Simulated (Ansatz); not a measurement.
# H₄SSiTe: up Jacob's ladder to CCSD(T)

One table from this session's results is given with a row withheld; the runs are named, their logs left out.

Program: Ansatz 0.2.0, Gaussian basis. Level of theory: functionals in def2-TZVPP, the program's frozen cores in correlated methods. These are calculated values, not measurements.

The runs, in order: LDA (SPW92), PBE-D4, revPBE-D4, BLYP-D4, r2SCAN-D4, B97M-V, PBE0-D4, B3LYP-D4, r2SCANh-D4, r2SCAN0-D4, HSE06-D4, BHLYP-D4, CAM-B3LYP-D4, LC-ωPBE, ωB97X-V, ωB97M-V, B2PLYP, PBE-QIDH; CCSD(T)/def2-SVP; CCSD(T)/def2-TZVPP; MP2/def2-QZVPP; extrapolation to the limit; RPA on PBE.

## The relaxed structure

The geometry comes from an earlier relaxation with PBE0-D4 in a triple-zeta def2 set; it is a stationary point, not always the lowest conformer. Te takes the def2 core potential; no spin-orbit term is included.

SMILES `S[SiH2][TeH]`, 7 atoms, charge 0, spin multiplicity 1.

Atoms are counted from 1 here; the program's logs count them from 0.

Bond lengths: S1–Si2 2.132 Å, S1–H4 1.344 Å, Si2–Te3 2.496 Å, Si2–H5 1.484 Å, Si2–H6 1.482 Å, Te3–H7 1.659 Å. Angles: Si2–S1–H4 94.5°, S1–Si2–Te3 109.4°, S1–Si2–H5 113.2°, S1–Si2–H6 103.7°, Te3–Si2–H5 107.9°, Te3–Si2–H6 112.9°, H5–Si2–H6 109.8°, Si2–Te3–H7 91.3°.

Set-up of the first run:

in.yaml reads:

```yaml
crystal:
  periodic: [false, false, false]
  atoms:
    - {symbol: S, position_ang: [-2.136923, 0.162701, 0.033461]}
    - {symbol: Si, position_ang: [-0.042666, 0.539419, 0.165273]}
    - {symbol: Te, position_ang: [1.154231, -1.595911, 0.653254]}
    - {symbol: H, position_ang: [-2.019366, -0.751940, -0.944524]}
    - {symbol: H, position_ang: [0.527622, 1.108197, -1.081114]}
    - {symbol: H, position_ang: [0.067951, 1.528232, 1.264194]}
    - {symbol: H, position_ang: [2.510350, -1.058798, -0.136144]}
basis:
  gaussian: {orbitals: def2-TZVPP}
hamiltonian: {xc: lda}
output: {orbitals: {seedname: orbitals}}
```

The run is started by

```
$ ansatz run in.yaml --threads 2 --pin off --events-out ev --progress --plain --max-ram 4352MiB
```

Among the steps run: LDA; PBE-D4 (GGA); revPBE-D4 (GGA); BLYP-D4 (GGA); r2SCAN-D4 (meta-GGA); B97M-V (meta-GGA); B3LYP-D4 (hybrid); r2SCANh-D4 (hybrid); r2SCAN0-D4 (hybrid); HSE06-D4 (hybrid); BHLYP-D4 (hybrid); CAM-B3LYP-D4 (range-separated); LC-ωPBE (range-separated); ωB97X-V (range-separated); ωB97M-V (range-separated); B2PLYP (double hybrid); PBE-QIDH (double hybrid).

One of the session's tables, all rows but one given; the rest of the session is left out.

It belongs to the step «Frontier levels by functional». 

```
  functional  HOMO (eV)  gap (eV)
 LDA (SPW92)      -5.75      3.86
      PBE-D4      -5.61      3.90
   revPBE-D4          ?         ?
     BLYP-D4      -5.43      3.83
   r2SCAN-D4      -5.87      4.38
      B97M-V      -5.87      4.29
     PBE0-D4      -6.65      5.73
    B3LYP-D4      -6.42      5.28
  r2SCANh-D4      -6.24      5.04
  r2SCAN0-D4      -6.81      6.02
    HSE06-D4      -6.26      4.97
    BHLYP-D4      -7.51      7.44
CAM-B3LYP-D4      -7.85      7.92
     LC-ωPBE      -9.15     10.33
     ωB97X-V      -8.84      9.90
     ωB97M-V      -8.71      9.57
```

Q: Estimate the row for revPBE-D4 from the others.

**Answer.** HOMO (eV): -5.56; gap (eV): 3.93. In the column «HOMO (eV)» it lies between PBE-D4 (-5.61) and BLYP-D4 (-5.43).
